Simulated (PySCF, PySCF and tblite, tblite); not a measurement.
# 2,4-difluorophenol (C₆H₄F₂O): a path driven as rotation about a bond, and NMR exchange, part 2 of 2

PySCF and tblite. Atoms count from 0.

### 10 Shieldings, start: PBE0/def2-SVPD

The job: settings as JSON, then the geometry in Å.

```
{"job": {"kind": "nmr", "xc": "PBE0", "basis": "def2-SVPD", "pop": false}, "charge": 0, "multiplicity": 1}
O      2.416804    -0.648683    -0.079974
C      1.101855    -0.337972    -0.041157
C      0.146736    -1.346682    -0.126021
C     -1.201571    -1.046430    -0.087891
C     -1.600023     0.272536     0.036238
F     -2.914297     0.565389     0.073546
C     -0.684647     1.306283     0.123804
C      0.653574     0.977211     0.083007
F      1.589245     1.957879     0.165400
H      2.945564     0.158313    -0.009484
H      0.486541    -2.364512    -0.222049
H     -1.944110    -1.824699    -0.153454
H     -1.000058     2.331853     0.220307
```

Standard output:

```text
coarse grid: 12256 points
cycle   1  E = -504.8904303826  dE =  1.687e+00  |g| = 7.320e-01  |ddm| = 8.387e+00
cycle   2  E = -504.7736111902  dE =  1.168e-01  |g| = 1.081e+00  |ddm| = 2.477e+00
cycle   3  E = -504.9866181607  dE = -2.130e-01  |g| = 1.237e-01  |ddm| = 1.729e+00
cycle   4  E = -504.9898706966  dE = -3.253e-03  |g| = 4.505e-02  |ddm| = 3.865e-01
cycle   5  E = -504.9903250789  dE = -4.544e-04  |g| = 1.481e-02  |ddm| = 1.143e-01
cycle   6  E = -504.9903772181  dE = -5.214e-05  |g| = 4.549e-03  |ddm| = 5.590e-02
cycle   7  E = -504.9903824087  dE = -5.191e-06  |g| = 1.369e-03  |ddm| = 1.267e-02
final grid: 123152 points
cycle   8  E = -505.0647610157  dE = -3.321e-05  |g| = 9.974e-03  |ddm| = 2.350e-01
cycle   9  E = -505.0647329275  dE =  2.809e-05  |g| = 1.584e-02  |ddm| = 4.955e-02
cycle  10  E = -505.0647814678  dE = -4.854e-05  |g| = 7.958e-04  |ddm| = 2.757e-02
cycle  11  E = -505.0647816029  dE = -1.351e-07  |g| = 1.808e-04  |ddm| = 1.971e-03
cycle  12  E = -505.0647816088  dE = -5.894e-09  |g| = 8.618e-05  |ddm| = 8.220e-04
cycle  13  E = -505.0647816105  dE = -1.668e-09  |g| = 3.274e-05  |ddm| = 2.532e-04
cycle  14  E = -505.0647816107  dE = -2.705e-10  |g| = 7.652e-06  |ddm| = 9.174e-05
converged SCF energy = -505.0647816107

GIAO shielding tensors (ppm)
atom      isotropic    diamagn.    paramagn.     s11        s22        s33       span
  0 O      255.303     347.826     -92.524    209.697    244.438    311.773    102.076
  1 C       55.453     270.596    -215.143     -4.284     35.660    134.983    139.267
  2 C       79.804     297.117    -217.312      2.950     57.283    179.180    176.229
  3 C       84.832     305.469    -220.637      8.011     67.046    179.440    171.429
  4 C       39.935     262.841    -222.906    -30.156     52.048     97.913    128.069
  5 F      319.795     432.566    -112.771    251.687    327.020    380.678    128.991
  6 C       92.613     303.469    -210.856     34.353     70.974    172.511    138.158
  7 C       44.868     264.146    -219.278     -6.609     42.412     98.800    105.409
  8 F      340.668     443.929    -103.261    277.960    319.244    424.801    146.842
  9 H       26.886      33.236      -6.350     16.906     27.642     36.111     19.205
 10 H       24.721      26.870      -2.149     21.580     24.691     27.892      6.312
 11 H       24.884      23.694       1.190     21.767     25.248     27.637      5.870
 12 H       24.809      26.270      -1.461     21.643     24.970     27.815      6.172
```

Run time: 30 s. Hardware: 1 thread of Arm Neoverse V1, shared host; peak memory 0.85 GiB.

In short: HOMO -6.82 eV, LUMO -0.76 eV; dipole 0.80 D.

### 11 Single-point energy, saddle of leg 1: PBE0/def2-SVPD

The job: settings as JSON, then the geometry in Å.

```
{"job": {"kind": "sp", "xc": "PBE0", "basis": "def2-SVPD", "pop": false}, "charge": 0, "multiplicity": 1}
O      2.457962    -0.426411    -0.335025
C      1.116225    -0.208796    -0.150452
C      0.208683    -1.262055    -0.160855
C     -1.150532    -1.033459    -0.049171
C     -1.602024     0.267880     0.074023
F     -2.922698     0.498389     0.184499
C     -0.734650     1.344928     0.091066
C      0.618736     1.088883    -0.020806
F      1.477664     2.121962     0.009377
H      2.898585    -0.631258     0.496009
H      0.586070    -2.267145    -0.267575
H     -1.856478    -1.847905    -0.059558
H     -1.097543     2.354985     0.188469
```

Standard output:

```text
coarse grid: 12256 points
cycle   1  E = -504.8781633489  dE =  1.680e+00  |g| = 7.432e-01  |ddm| = 8.756e+00
cycle   2  E = -504.7756382449  dE =  1.025e-01  |g| = 1.065e+00  |ddm| = 2.533e+00
cycle   3  E = -504.9784984839  dE = -2.029e-01  |g| = 1.057e-01  |ddm| = 1.533e+00
cycle   4  E = -504.9807383313  dE = -2.240e-03  |g| = 3.949e-02  |ddm| = 3.653e-01
cycle   5  E = -504.9811018295  dE = -3.635e-04  |g| = 1.239e-02  |ddm| = 1.108e-01
cycle   6  E = -504.9811366694  dE = -3.484e-05  |g| = 3.925e-03  |ddm| = 4.376e-02
cycle   7  E = -504.9811403637  dE = -3.694e-06  |g| = 1.216e-03  |ddm| = 1.102e-02
final grid: 123152 points
cycle   8  E = -505.0568336354  dE = -3.036e-05  |g| = 9.709e-03  |ddm| = 2.109e-01
cycle   9  E = -505.0568078560  dE =  2.578e-05  |g| = 1.524e-02  |ddm| = 4.796e-02
cycle  10  E = -505.0568530842  dE = -4.523e-05  |g| = 8.260e-04  |ddm| = 2.718e-02
cycle  11  E = -505.0568532339  dE = -1.497e-07  |g| = 2.148e-04  |ddm| = 2.375e-03
cycle  12  E = -505.0568532421  dE = -8.213e-09  |g| = 1.164e-04  |ddm| = 9.842e-04
cycle  13  E = -505.0568532458  dE = -3.633e-09  |g| = 2.456e-05  |ddm| = 2.903e-04
cycle  14  E = -505.0568532459  dE = -1.578e-10  |g| = 5.387e-06  |ddm| = 8.138e-05
converged SCF energy = -505.0568532459
```

It took 16 s on 1 thread of Arm Neoverse V1, shared host; peak memory 0.67 GiB.

In short: HOMO -7.26 eV, LUMO -0.81 eV; dipole 2.07 D.

### 12 Shieldings, end: PBE0/def2-SVPD

The job: settings as JSON, then the geometry in Å.

```
{"job": {"kind": "nmr", "xc": "PBE0", "basis": "def2-SVPD", "pop": false}, "charge": 0, "multiplicity": 1}
O      2.490892    -0.264045    -0.062858
C      1.145712    -0.122585    -0.030630
C      0.269674    -1.201883    -0.053269
C     -1.101156    -1.014459    -0.018520
C     -1.598908     0.272506     0.040006
F     -2.931575     0.464986     0.074415
C     -0.762772     1.375291     0.064454
C      0.600203     1.163987     0.028551
F      1.422087     2.226297     0.051146
H      2.728609    -1.198269    -0.100868
H      0.670818    -2.204500    -0.099058
H     -1.776858    -1.853797    -0.036906
H     -1.159068     2.376120     0.109984
```

Standard output:

```text
coarse grid: 12256 points
cycle   1  E = -504.8854052370  dE =  1.700e+00  |g| = 7.296e-01  |ddm| = 8.121e+00
cycle   2  E = -504.7902166047  dE =  9.519e-02  |g| = 1.042e+00  |ddm| = 2.531e+00
cycle   3  E = -504.9819789536  dE = -1.918e-01  |g| = 1.176e-01  |ddm| = 1.515e+00
cycle   4  E = -504.9847971252  dE = -2.818e-03  |g| = 3.838e-02  |ddm| = 3.598e-01
cycle   5  E = -504.9851233437  dE = -3.262e-04  |g| = 1.256e-02  |ddm| = 1.048e-01
cycle   6  E = -504.9851581741  dE = -3.483e-05  |g| = 4.495e-03  |ddm| = 4.497e-02
cycle   7  E = -504.9851631483  dE = -4.974e-06  |g| = 1.406e-03  |ddm| = 1.330e-02
final grid: 123152 points
cycle   8  E = -505.0604813442  dE = -3.092e-05  |g| = 9.310e-03  |ddm| = 2.128e-01
cycle   9  E = -505.0604574397  dE =  2.390e-05  |g| = 1.471e-02  |ddm| = 4.519e-02
cycle  10  E = -505.0604993647  dE = -4.192e-05  |g| = 8.570e-04  |ddm| = 2.619e-02
cycle  11  E = -505.0604995256  dE = -1.609e-07  |g| = 1.753e-04  |ddm| = 2.128e-03
cycle  12  E = -505.0604995313  dE = -5.623e-09  |g| = 8.145e-05  |ddm| = 8.742e-04
cycle  13  E = -505.0604995328  dE = -1.509e-09  |g| = 3.148e-05  |ddm| = 2.309e-04
cycle  14  E = -505.0604995330  dE = -2.619e-10  |g| = 5.492e-06  |ddm| = 9.524e-05
converged SCF energy = -505.0604995330

GIAO shielding tensors (ppm)
atom      isotropic    diamagn.    paramagn.     s11        s22        s33       span
  0 O      246.730     346.474     -99.744    209.418    262.316    268.456     59.038
  1 C       55.967     269.178    -213.211     -3.948     36.030    135.821    139.769
  2 C       81.619     282.176    -200.557      5.693     70.922    168.240    162.547
  3 C       86.575     302.302    -215.727      9.900     70.026    179.800    169.900
  4 C       39.103     262.609    -223.507    -32.458     51.975     97.791    130.248
  5 F      319.775     433.242    -113.467    251.182    325.885    382.258    131.076
  6 C       90.050     307.338    -217.288     30.190     68.758    171.201    141.011
  7 C       44.531     266.380    -221.849     -9.476     40.889    102.180    111.655
  8 F      326.741     429.628    -102.887    256.096    300.835    423.292    167.196
  9 H       27.736      31.261      -3.524     19.553     26.000     37.656     18.103
 10 H       25.181      32.473      -7.292     22.053     25.075     28.415      6.362
 11 H       25.039      24.985       0.054     21.904     25.472     27.741      5.837
 12 H       24.780      23.796       0.984     21.777     24.720     27.844      6.067
```

Wall time 30 s (1 thread of Arm Neoverse V1, shared host); peak memory 0.85 GiB.

This run: HOMO -6.81 eV, LUMO -0.77 eV; dipole 2.80 D.

### 13 Second level: PBE0/def2-SVPD + D3(BJ)

The job: settings as JSON, then the geometry in Å.

```
{"job": {"smiles": "Oc1ccc(F)cc1F", "charge": 0, "mult": 1, "motion": "rotation", "what": "aryl ether", "atoms": [1, 0], "drives": [{"terms": [["t", [2, 1, 0, 9], 0.5], ["t", [7, 1, 0, 9], 0.5]], "by": 180, "n": 12}], "study": "path", "level": {"kind": "nmr", "xc": "PBE0", "basis": "def2-SVPD", "wide": true}, "fields": [60, 90, 500], "first": 2, "seed": 862, "kind": "pathvar"}, "charge": 0, "multiplicity": 1}
O      2.416804    -0.648683    -0.079974
C      1.101855    -0.337972    -0.041157
C      0.146736    -1.346682    -0.126021
C     -1.201571    -1.046430    -0.087891
C     -1.600023     0.272536     0.036238
F     -2.914297     0.565389     0.073546
C     -0.684647     1.306283     0.123804
C      0.653574     0.977211     0.083007
F      1.589245     1.957879     0.165400
H      2.945564     0.158313    -0.009484
H      0.486541    -2.364512    -0.222049
H     -1.944110    -1.824699    -0.153454
H     -1.000058     2.331853     0.220307
```

Standard output:

```text
stationary points (kcal/mol above the start)
  n  kind          group   xTB      DFT    lowest mode
  0  minimum      Cs       0.00     0.00     140.5
  1  saddle       C1       7.31     4.99    -438.0
  2  minimum      Cs       2.40     2.70     137.2

GFN2-xTB energies: T/K, barrier G, reaction G (kcal/mol), k forward, k back (1/s)
 150.00     6.53     2.36   1.89e+03   5.16e+06
 200.00     6.54     2.35   5.96e+05   2.21e+08
 250.00     6.56     2.34   1.94e+07   2.16e+09
 298.15     6.58     2.33   1.86e+08   9.57e+09
 350.00     6.62     2.32   1.07e+09   3.03e+10
 400.00     6.67     2.32   3.78e+09   6.95e+10
 500.00     6.80     2.30   2.23e+10   2.25e+11

PBE0/pcSseg-1 + D3(BJ) energies: T/K, barrier G, reaction G (kcal/mol), k forward, k back (1/s)
 150.00     4.20     2.87   4.78e+06   7.36e+10
 200.00     4.20     2.87   2.12e+08   2.88e+11
 250.00     4.22     2.86   2.13e+09   6.73e+11
 298.15     4.25     2.85   9.57e+09   1.18e+12
 350.00     4.29     2.84   3.07e+10   1.83e+12
 400.00     4.34     2.83   7.13e+10   2.51e+12
 500.00     4.46     2.81   2.34e+11   3.96e+12

PBE0/def2-SVPD + D3(BJ) energies: T/K, barrier G, reaction G (kcal/mol), k forward, k back (1/s)
 150.00     4.22     2.65    4.5e+06   3.31e+10
 200.00     4.22     2.65   2.03e+08   1.58e+11
 250.00     4.24     2.64   2.05e+09   4.17e+11
 298.15     4.26     2.63   9.29e+09   7.88e+11
 350.00     4.30     2.62   2.99e+10    1.3e+12
 400.00     4.35     2.61   6.97e+10   1.86e+12
 500.00     4.48     2.59   2.29e+11   3.12e+12
```

It took 2.4 min on 1 thread of Arm Neoverse V1, shared host; peak memory 0.85 GiB. This counts the runs that the step sums up.

Barriers by level (kcal/mol; entropies in cal/(mol K)). Zero-point and thermal terms come from xTB in every row. ΔG‡ leaves symmetry out; the rate counts equivalent paths (a factor of 2); effective ΔG‡, where given, is the barrier that would give that rate by Eyring's equation alone:

```
                  level   ΔE‡  with zero-point   ΔH‡   ΔS‡  ΔG‡ (298 K)  ΔE of reaction  k at 298 K (1/s)  effective ΔG‡
               GFN2-xTB  7.31             6.54  6.39  -0.6         6.58            2.40           1.9e+08           6.17
 PBE0/pcSseg-1 + D3(BJ)  4.97             4.20  4.06  -0.6         4.25            2.92           9.6e+09           3.84
PBE0/def2-SVPD + D3(BJ)  4.99             4.22  4.08  -0.6         4.26            2.70           9.3e+09           3.85
```

### 14 Outcome

What follows sums up all 2 parts.

| quantity | value |
| --- | --- |
| barrier (PBE0/pcSseg-1 + D3(BJ)) | ΔE‡ 5.0, ΔG‡(298 K) 4.2 kcal/mol |
| barrier (GFN2-xTB) | ΔE‡ 7.3 kcal/mol |
| rate at 298 K | 9.6e+09 s⁻¹ |
| end of the path | 2.9 kcal/mol from the start |

**Reading.** DFT puts the top 5.0 kcal/mol above the start (xTB: 7.3); the rate from the DFT barrier is 9.6e+09 s⁻¹ at 298 K. An error of 1.4 kcal/mol changes that rate tenfold.
